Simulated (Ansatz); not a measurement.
Debugging a geometry optimisation of C3H9GeN, SMILES C=[C](C)[GeH2][NH2] (Ansatz's Python interface).

The script, `c3h9gen_opt.py`:
```python
# -*- coding: utf-8 -*-
"""Relax the C3H9GeN molecule."""

import warnings

import ansatz as az
import numpy as np
import pandas as pd


def main():
    warnings.simplefilter("ignore", az.DeckWarning)

    geometry_ang = [
        ("C", (0.8613, 1.454, -0.2859)),
        ("C", (0.6306, 0.1378, -0.2535)),
        ("C", (1.7721, -0.8351, -0.2799)),
        ("Ge", (-1.184, -0.5103, -0.1749)),
        ("N", (-2.0011, 0.1178, 1.3785)),
        ("H", (1.8755, 1.8395, -0.3307)),
        ("H", (0.0379, 2.161, -0.2683)),
        ("H", (2.4303, -0.6674, 0.5987)),
        ("H", (1.3984, -1.8796, -0.2473)),
        ("H", (2.3617, -0.6991, -1.211)),
        ("H", (-1.1925, -2.0603, -0.1682)),
        ("H", (-1.9649, 0.0018, -1.4118)),
        ("H", (-2.0359, 1.1586, 1.3001)),
        ("H", (-2.9894, -0.2187, 1.3542)),
    ]
    geometry = az.Crystal.molecule()
    for symbol, xyz in geometry_ang:
        geometry = geometry.atom(symbol, xyz)

    setup = (
        geometry
        .basis(gaussian="def2-SVP")
        .functional("PBE")
    )
    symbols = [site.symbol for site in geometry.cartesian_sites]
    start = np.array([site.position_ang for site in geometry.cartesian_sites], dtype=float)
    def progress(event):
        if event["event"] == "relax_step":
            row = event["data"]
            print(f"step {row['step']:3d}  E = {row['lagrangian_ev']:.6f} eV  max force {row['allowed_force_max_ev_ang']:.4f} eV/A")


    r = setup.relax(force_tolerance=0.01, max_steps=30).session().plan().execute(on_event=progress).report
    end = np.array(r["positions_ang"])

    for key in ("converged", "free_energy_ev", "reference_energy_ev", "n_frozen", "n_occupied", "n_virtual"):
        print(f"{key:22s} {r[key]}")

    print("bond        before    after (A)")
    for i, j in [(0, 1), (0, 5), (0, 6), (1, 2), (1, 3), (2, 7), (2, 8), (2, 9), (3, 4), (3, 10), (3, 11), (4, 12), (4, 13)]:
        d0, d1 = (np.linalg.norm(xyz[i] - xyz[j]) for xyz in (start, end))
        print(f"{symbols[i]}{i}-{symbols[j]}{j}".ljust(10), f"{d0:8.4f} {d1:8.4f}")

    charges = r["charge_distribution"]
    table = pd.DataFrame({"atom": symbols, "mulliken": charges["mulliken_charges_e"], "lowdin": charges["lowdin_charges_e"]})
    print(table.round(3).to_string())
    print("dipole (e A):", np.round(charges["dipole_moment_e_ang"], 4) + 0.0)
    with open("c3h9gen_opt.xyz", "w") as handle:
        handle.write(f"{len(symbols)}\nrelaxed C3H9GeN\n")
        handle.writelines(f"{s:2s} {x:11.6f} {y:11.6f} {z:11.6f}\n" for s, (x, y, z) in zip(symbols, end))


if __name__ == "__main__":
    main()
```

```console
$ python c3h9gen_opt.py
Traceback (most recent call last):
  File "c3h9gen_opt.py", line 68, in <module>
    main()
    ~~~~^^
  File "c3h9gen_opt.py", line 36, in main
    .basis(gaussian="def2-SVP")
     ^^^^^
AttributeError: 'Crystal' object has no attribute 'basis'
```

Find the fault and give the corrected script.

The fault: settings are called on the crystal, without .calculation(). The cap on steps that the faulty run carried goes too. The change:

```diff
--- before
+++ after
@@ -34,3 +34,3 @@
     setup = (
-        geometry
+        geometry.calculation()
         .basis(gaussian="def2-SVP")
@@ -46,3 +46,3 @@
 
-    r = setup.relax(force_tolerance=0.01, max_steps=30).session().plan().execute(on_event=progress).report
+    r = setup.relax(force_tolerance=0.01).session().plan().execute(on_event=progress).report
     end = np.array(r["positions_ang"])
```

With that change:

```console
$ python c3h9gen_opt.py
step   1  E = -61239.674670 eV  max force 0.5839 eV/A
step   2  E = -61239.766619 eV  max force 0.4129 eV/A
step   3  E = -61239.776526 eV  max force 0.2127 eV/A
step   4  E = -61239.782111 eV  max force 0.0997 eV/A
step   5  E = -61239.787582 eV  max force 0.2233 eV/A
step   6  E = -61239.794590 eV  max force 0.1924 eV/A
step   7  E = -61239.806202 eV  max force 0.3374 eV/A
step   8  E = -61239.815263 eV  max force 0.2418 eV/A
step   9  E = -61239.833321 eV  max force 0.4956 eV/A
step  10  E = -61239.848646 eV  max force 0.5629 eV/A
step  11  E = -61239.851720 eV  max force 0.5142 eV/A
step  12  E = -61239.906559 eV  max force 0.2597 eV/A
step  13  E = -61239.938358 eV  max force 0.1127 eV/A
step  14  E = -61239.938370 eV  max force 0.6577 eV/A
step  15  E = -61239.958501 eV  max force 0.1909 eV/A
step  16  E = -61239.960336 eV  max force 0.1772 eV/A
step  17  E = -61239.964511 eV  max force 0.0928 eV/A
step  18  E = -61239.968821 eV  max force 0.1337 eV/A
step  19  E = -61239.970509 eV  max force 0.0836 eV/A
step  20  E = -61239.971376 eV  max force 0.0445 eV/A
step  21  E = -61239.971531 eV  max force 0.0264 eV/A
step  22  E = -61239.971590 eV  max force 0.0149 eV/A
step  23  E = -61239.971474 eV  max force 0.0436 eV/A
step  24  E = -61239.971607 eV  max force 0.0085 eV/A
converged              True
free_energy_ev         -61239.971646807986
reference_energy_ev    -61239.971646807986
n_frozen               0
n_occupied             [33, 33]
n_virtual              [100, 100]
bond        before    after (A)
C0-C1        1.3367   1.3495
C0-H5        1.0859   1.1060
C0-H6        1.0854   1.1030
C1-C2        1.5001   1.5056
C1-Ge3       1.9285   1.9633
C2-H7        1.1105   1.1107
C2-H8        1.1098   1.1122
C2-H9        1.1104   1.1098
Ge3-N4       1.8642   1.8666
Ge3-H10      1.5500   1.5555
Ge3-H11      1.5498   1.5647
N4-H12       1.0443   1.0277
N4-H13       1.0443   1.0274
   atom  mulliken  lowdin
0     C    -0.051   0.000
1     C    -0.240  -0.144
2     C     0.032   0.035
3    Ge     0.367   0.090
4     N    -0.337   0.052
5     H     0.023   0.003
6     H     0.032   0.008
7     H     0.047   0.019
8     H     0.044   0.022
9     H     0.021   0.007
10    H    -0.073  -0.052
11    H    -0.095  -0.061
12    H     0.115   0.009
13    H     0.116   0.010
dipole (e A): [-0.0946  0.0881  0.1191]
```

It writes `c3h9gen_opt.xyz`:
```text
14
relaxed C3H9GeN
C     0.965630    1.372614   -1.110968
C     0.599565    0.252045   -0.454006
C     1.578038   -0.693321    0.190729
Ge   -1.307529   -0.185419   -0.292648
N    -1.632487   -0.481971    1.521398
H     2.028930    1.656588   -1.220176
H     0.226927    2.052482   -1.567822
H     1.321591   -0.856898    1.258974
H     1.536235   -1.697434   -0.285686
H     2.622226   -0.323498    0.123878
H    -1.659060   -1.537892   -0.975931
H    -2.134385    0.966321   -0.954607
H    -1.593874    0.383789    2.073840
H    -2.551807   -0.907405    1.693027
```

What to keep in mind:
- Total energies depend on the basis set; only differences at equal settings carry meaning.
- The end point is the stationary point reached from this start; no frequency run checks that it is a minimum, and the basis set is modest.
- The Löwdin charges here are taken after orthogonalising the functions within each atom; they differ from plain Löwdin charges, and their signs can be unphysical.
- Run time: 2.3 min on 1 thread of Arm Neoverse V1, with other jobs on the host, peak memory 0.29 GiB.

(A comment or docstring line of the script was reworded after the run, the code is as it ran; lines on the test bed's own set-up are left out of the output.)
